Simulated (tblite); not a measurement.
# Cl4Ga4H7N4Zr: the cost of one run

Programs: tblite 0.8.0 and PySCF 2.14.0. All values are calculated, for the isolated system unless a continuum is named. Atoms count from 0, parts from 1.

## (1) The system as given

20 atoms, charge 0, multiplicity 2; geometry: rigid parts in contact. Parts: 1 = atoms 0–14, `[NH+]12[Ga-]3[NH+]4[GaH-]1[NH+]1[GaH-]2[NH+]3[GaH-]41`, charge 0; 2 = atoms 15–19, `[Cl][Zr]([Cl])([Cl])[Cl]`, charge 0.

## (2) Bringing the parts together with GFN2-xTB

What the job is given:

```
{"job": {"kind": "dock", "xc": "GFN2-xTB", "basis": "xTB"}, "charge": 0, "multiplicity": 2, "parts": [{"atoms": "0-14", "charge": 0, "multiplicity": 2}, {"atoms": "15-19", "charge": 0, "multiplicity": 1}]}
Ga     0.418963     0.828217     1.340460
N      1.231493    -0.936202     0.998062
Ga    -0.483463    -1.539236     0.232862
N     -1.345100     0.198369     0.672870
Ga    -0.815920     0.840516    -1.133121
N      0.882551     1.557749    -0.432273
Ga     1.864400    -0.273499    -0.931875
N     -0.062725    -0.923052    -1.592599
H      0.590211     1.601957     2.651237
H      1.816969    -1.461232     1.644010
H     -1.126846    -2.893824     0.546507
H     -2.247655     0.330922     1.124209
H     -1.758152     1.627214    -2.049676
H      1.265050     2.482464    -0.617683
H     -0.229776    -1.440364    -2.452990
Cl     4.634585    -0.345629    -1.535445
Zr     4.461278     1.708489    -2.440928
Cl     2.539810     1.855323    -3.605083
Cl     6.204499     2.069896    -3.819373
Cl     4.466526     3.253466    -0.803206
```

Method: GFN2-xTB search for minima from random contacts, gas phase.

The run is started by

```console
$ OMP_NUM_THREADS=1 python cluster_run.py task.json out
```

This one command runs all jobs of the session in turn.

Q: Estimate the wall time of this first job on 1 thread of Intel Xeon 6975P-C, shared host.

About 48 s.
